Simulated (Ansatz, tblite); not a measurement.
# SnHMe2(OiPr) (C5H14OSn): rung by rung

The task here is to estimate one member of a computed series from the others.

The runs use Ansatz 0.2.0, Gaussian basis; as each input shows.

The runs, in order: GFN1-xTB, GFN2-xTB, PBE-D4/def2-TZVP, r2SCAN-D4/def2-TZVP, PBE-QIDH/def2-TZVP, r2SCAN0-D4/def2-TZVP, LC-ωPBE/def2-TZVP, PBE-D4/def2-SVP, PBE0-D4/def2-SVP, MP2/def2-TZVP, RPA/def2-TZVP.

2 further runs of the same task are left out: 2 set aside as unsound or not needed. Runs told in other sessions of the task aren't counted.

## The relaxed structure

The singlet was relaxed beforehand with PBE-D4/def2-SVP.

21 atoms, charge 0, spin multiplicity 1.

Bond lengths: C1–Sn7 2.160 Å, C1–H9 1.107 Å, C1–H10 1.107 Å, C1–H11 1.106 Å, C2–Sn7 2.170 Å, C2–H12 1.106 Å, C2–H13 1.107 Å, C2–H14 1.108 Å, C3–C4 1.529 Å, C3–C5 1.534 Å, C3–O6 1.419 Å, C3–H15 1.123 Å, C4–H16 1.110 Å, C4–H17 1.109 Å, C4–H18 1.108 Å, C5–H19 1.111 Å, C5–H20 1.110 Å, C5–H21 1.110 Å and more. Angles: Sn7–C1–H9 110.5°, Sn7–C1–H10 108.6°, Sn7–C1–H11 109.9°, H9–C1–H10 109.3°, H9–C1–H11 109.4°, H10–C1–H11 109.1°, Sn7–C2–H12 110.3°, Sn7–C2–H13 108.8°, Sn7–C2–H14 110.0°, H12–C2–H13 109.1°, H12–C2–H14 109.3°, H13–C2–H14 109.2°, C4–C3–C5 111.8°, C4–C3–O6 107.0°, C4–C3–H15 107.8°, C5–C3–O6 112.0°, C5–C3–H15 107.6°, O6–C3–H15 110.6° and more.

Geometry (Å):

```
C     2.9806    0.9608   -0.7632
C    -0.1705    2.6689   -0.5135
C    -0.7208   -1.3617    0.5434
C    -0.9251   -2.7685   -0.0205
C    -2.0391   -0.5815    0.6181
O     0.2333   -0.7172   -0.2868
Sn    1.0690    1.0546    0.2389
H     1.1807    1.0521    1.9787
H     3.4804    1.9483   -0.7373
H     2.8133    0.6629   -1.8161
H     3.6259    0.2083   -0.2722
H    -1.1425    2.6854    0.0148
H    -0.3478    2.5090   -1.5946
H     0.3423    3.6400   -0.3681
H    -0.3273   -1.4647    1.5898
H    -1.3278   -2.7070   -1.0529
H    -1.6306   -3.3571    0.6009
H     0.0428   -3.3057   -0.0643
H    -1.8888    0.4197    1.0753
H    -2.4522   -0.4330   -0.4015
H    -2.7958   -1.1138    1.2310
```

Sn takes a core potential in the def2 sets. No spin-orbit coupling is included.

PBE0-D4/def2-TZVP was run before; its log isn't repeated, and its numbers join the tables.

Set-up of the first run:

Tight binding, by tblite at 300 K electronic temperature and without a spin-polarisation term:

```python
tblite.interface.Calculator('GFN1-xTB', numbers, positions, charge=0, uhf=0).singlepoint()
```

Tight binding, by tblite at 300 K electronic temperature and without a spin-polarisation term:

```python
tblite.interface.Calculator('GFN2-xTB', numbers, positions, charge=0, uhf=0).singlepoint()
```

start.molden holds the orbitals of an earlier run on this state, given as this run's starting guess.

in.yaml

```yaml
crystal:
  periodic: [false, false, false]
  atoms:
    - {symbol: C, position_ang: [2.980585, 0.960785, -0.763229]}
    - {symbol: C, position_ang: [-0.170518, 2.668852, -0.513499]}
    - {symbol: C, position_ang: [-0.720794, -1.361683, 0.543361]}
    - {symbol: C, position_ang: [-0.925079, -2.768464, -0.020486]}
    - {symbol: C, position_ang: [-2.039110, -0.581533, 0.618097]}
    - {symbol: O, position_ang: [0.233296, -0.717162, -0.286788]}
    - {symbol: Sn, position_ang: [1.068996, 1.054623, 0.238872]}
    - {symbol: H, position_ang: [1.180723, 1.052139, 1.978747]}
    - {symbol: H, position_ang: [3.480415, 1.948284, -0.737327]}
    - {symbol: H, position_ang: [2.813303, 0.662866, -1.816066]}
    - {symbol: H, position_ang: [3.625910, 0.208347, -0.272238]}
    - {symbol: H, position_ang: [-1.142481, 2.685419, 0.014847]}
    - {symbol: H, position_ang: [-0.347824, 2.509042, -1.594573]}
    - {symbol: H, position_ang: [0.342304, 3.639999, -0.368102]}
    - {symbol: H, position_ang: [-0.327290, -1.464744, 1.589815]}
    - {symbol: H, position_ang: [-1.327782, -2.706958, -1.052851]}
    - {symbol: H, position_ang: [-1.630588, -3.357097, 0.600885]}
    - {symbol: H, position_ang: [0.042766, -3.305701, -0.064278]}
    - {symbol: H, position_ang: [-1.888777, 0.419733, 1.075327]}
    - {symbol: H, position_ang: [-2.452229, -0.432985, -0.401499]}
    - {symbol: H, position_ang: [-2.795825, -1.113760, 1.231005]}
basis:
  gaussian: {orbitals: def2-TZVP, initial_orbitals: start.molden}
hamiltonian: {xc: pbe, dispersion: d4}
scf: {omitted_lower_state_checks: [starts]}
output: {forces: true, orbitals: {seedname: orbitals}}
```

On the command line:

```
$ ansatz run in.yaml --threads 4 --pin off --events-out ev --progress --plain --max-ram 4787MiB
```

Steps of the session up to this table: PBE-D4/def2-TZVP; r2SCAN-D4/def2-TZVP; PBE-QIDH/def2-TZVP; r2SCAN0-D4/def2-TZVP; LC-ωPBE/def2-TZVP; PBE-D4/def2-SVP; PBE0-D4/def2-SVP; MP2/def2-TZVP; RPA/def2-TZVP.

One table of the session follows, with a row left open; its other results are not shown here.

It belongs to the step «Binding energy». 

```
               level  binding an atom (eV)
        HF/def2-TZVP                 2.840
     PBE-D4/def2-SVP                 3.912
    PBE-D4/def2-TZVP                 3.894
 r2SCAN-D4/def2-TZVP                 3.840
    PBE0-D4/def2-SVP                 3.863
   PBE0-D4/def2-TZVP                 3.841
r2SCAN0-D4/def2-TZVP                 3.795
   LC-ωPBE/def2-TZVP                     ?
       MP2/def2-TZVP                 3.732
```

**Question.** Estimate the row for LC-ωPBE/def2-TZVP.

**Answer.** binding an atom (eV): 3.819. In the column «binding an atom (eV)» it lies between r2SCAN0-D4/def2-TZVP (3.795) and r2SCAN-D4/def2-TZVP (3.840).

To keep in mind: Free atoms were run apart at each level; binding is atoms less cluster, divided by the number of atoms, without zero-point or spin-orbit terms.
